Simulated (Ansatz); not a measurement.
# CH5NSn: the cost of one run

The runs use Ansatz 0.2.0, Gaussian basis; the settings change from run to run.

## Step 1: The relaxed structure

The geometry comes from an earlier relaxation with PBE0-D4 in a triple-zeta def2 set; it is a stationary point, not always the lowest conformer. Sn takes a core potential in def2 sets; no spin-orbit term is included.

SMILES `[CH2]1[NH][SnH2]1`, 8 atoms, charge 0, spin multiplicity 1.

Atoms are counted from 1 here; the program's logs count them from 0.

Bond lengths: C1–N2 1.294 Å, C1–Sn3 2.543 Å, C1–H4 1.093 Å, C1–H5 1.090 Å, N2–Sn3 2.576 Å, N2–H6 1.020 Å, Sn3–H7 1.749 Å, Sn3–H8 1.758 Å. Angles: N2–C1–Sn3 76.8°, N2–C1–H4 124.7°, N2–C1–H5 118.3°, Sn3–C1–H4 105.5°, Sn3–C1–H5 95.8°, H4–C1–H5 116.4°, C1–N2–Sn3 73.9°, C1–N2–H6 111.4°, Sn3–N2–H6 100.1°, C1–Sn3–N2 29.3°, C1–Sn3–H7 103.4°, C1–Sn3–H8 95.6°, N2–Sn3–H7 83.7°, N2–Sn3–H8 76.6°, H7–Sn3–H8 97.0°.

## Step 2: B97/def2-mTZVPP

This run has charge +1, multiplicity 2, high accuracy.

The input, in.yaml:

```yaml
crystal:
  periodic: [false, false, false]
  atoms:
    - {symbol: C, position_ang: [-0.793233, 0.579654, -0.626372]}
    - {symbol: N, position_ang: [-0.118295, 0.971718, 0.405446]}
    - {symbol: Sn, position_ang: [0.863873, -1.314418, -0.262325]}
    - {symbol: H, position_ang: [-1.781845, 0.114668, -0.583112]}
    - {symbol: H, position_ang: [-0.429458, 0.855104, -1.616272]}
    - {symbol: H, position_ang: [-0.586666, 0.717857, 1.275234]}
    - {symbol: H, position_ang: [2.396086, -0.485970, -0.104647]}
    - {symbol: H, position_ang: [0.541737, -1.495713, 1.456348]}
basis:
  gaussian: {orbitals: def2-mTZVPP}
total_charge: 1
magnetization: {spin_polarized: true, initial_magnetization: 1}
hamiltonian: {xc: {name: B97}}
accuracy: high
output: {forces: true}
```

On the command line:

```console
$ ansatz run in.yaml --threads 2 --pin off --events-out ev --progress --plain --max-ram 4352MiB
```

Q: Estimate wall time and peak memory on 2 threads of AMD EPYC 7R32, shared host.

About 27 s, with a peak of 0.96 GiB.
